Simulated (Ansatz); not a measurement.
# Ga2Ag: the cost of one run

Program: Ansatz 0.2.0. Level of theory: DFT PBE, scalar-relativistic, plane waves, PAW. These are calculated values, not measurements.

### 1 Starting point

The cell holds 24 atoms (Ag8Ga16): a = 7.715 Å, b = 7.577 Å, c = 7.838 Å, α = 83.66°, β = 89.05°, γ = 89.20°.

It is the last frame of an earlier stage of the same melt, run at 720 K.

The coordinates stand in the first input below.

### 2 Dynamics at 500 K

One k point, a Fermi-Dirac width of 0.050 eV and a fixed cell.

Contents of input.yaml:

```yaml
crystal:
  lattice:
    - [7.715006, 0.051753, 0.062926]
    - [0.051753, 7.56481, 0.425621]
    - [0.062926, 0.425621, 7.826486]
  atoms:
    - { symbol: Ga, position: [0.6034751682, 0.2257556673, 0.3582168167] }
    - { symbol: Ga, position: [0.0712814138, 0.3674901353, 0.6178117155] }
    - { symbol: Ga, position: [0.4529759083, 0.7858875146, 0.9144503082] }
    - { symbol: Ga, position: [0.3330197457, 0.5088125086, 0.3938832322] }
    - { symbol: Ga, position: [0.983911005, 0.0561390996, 0.7228022864] }
    - { symbol: Ga, position: [0.2170059459, 0.2020206141, 0.9303331753] }
    - { symbol: Ga, position: [0.0973838443, 0.8262358357, 0.9849568782] }
    - { symbol: Ga, position: [0.9486506289, 0.7655383091, 0.6019422672] }
    - { symbol: Ga, position: [0.3228103123, 0.0397408046, 0.5556853543] }
    - { symbol: Ga, position: [0.940109644, 0.5434542633, 0.3654077309] }
    - { symbol: Ga, position: [0.8034123229, 0.0190693831, 0.0014594569] }
    - { symbol: Ga, position: [0.1824156153, 0.2019608256, 0.2978325405] }
    - { symbol: Ga, position: [0.9023475042, 0.2807348176, 0.2287245606] }
    - { symbol: Ga, position: [0.5712679321, 0.6889867612, 0.5436125367] }
    - { symbol: Ga, position: [0.5437665513, 0.3351685281, 0.9164098697] }
    - { symbol: Ga, position: [0.4849555467, 0.0342794811, 0.1411544549] }
    - { symbol: Ag, position: [0.6210711163, 0.6683576768, 0.2005273242] }
    - { symbol: Ag, position: [0.2631735685, 0.6330430386, 0.7171177843] }
    - { symbol: Ag, position: [0.7205527682, 0.3553880444, 0.6167092846] }
    - { symbol: Ag, position: [0.7475708861, 0.6308639491, 0.8471687878] }
    - { symbol: Ag, position: [0.1588565032, 0.4909576725, 0.0514598811] }
    - { symbol: Ag, position: [0.1860526242, 0.8114428299, 0.2983768939] }
    - { symbol: Ag, position: [0.633284689, 0.0004849846, 0.6799152113] }
    - { symbol: Ag, position: [0.8329492101, 0.9232823092, 0.3195807795] }
  symmetry: { detect: false }
basis:
  ecutwfc: 420
  xc_grid: 1
kpoints:
  mp_grid: { grid: [1, 1, 1], shift: [0.25, 0.25, 0.25] }
hamiltonian:
  xc: pbe
scf:
  occupations: { method: fermi_dirac, width: 0.05 }
  lower_state_search: "off"
  convergence: { dr2_threshold: 1.0e-05 }
output:
  forces: true
  stress: true
md:
  timestep: 3.0
  n_steps: 92
  ensemble: nvt_langevin
  friction: 0.03
  temperature: 500.0
  initial_velocities: maxwell_boltzmann
  seed: 70173
```

The run is started by

```
$ ansatz run input.yaml --threads 2 --pin off --max-ram 5120MiB --backend cpu --events-out ev --progress --plain --runs-dir out
```

Q: Estimate wall time and peak memory on 2 threads of Intel Xeon Platinum 8488C (Sapphire Rapids), shared host.

About 4 min, with a peak of 0.95 GiB.
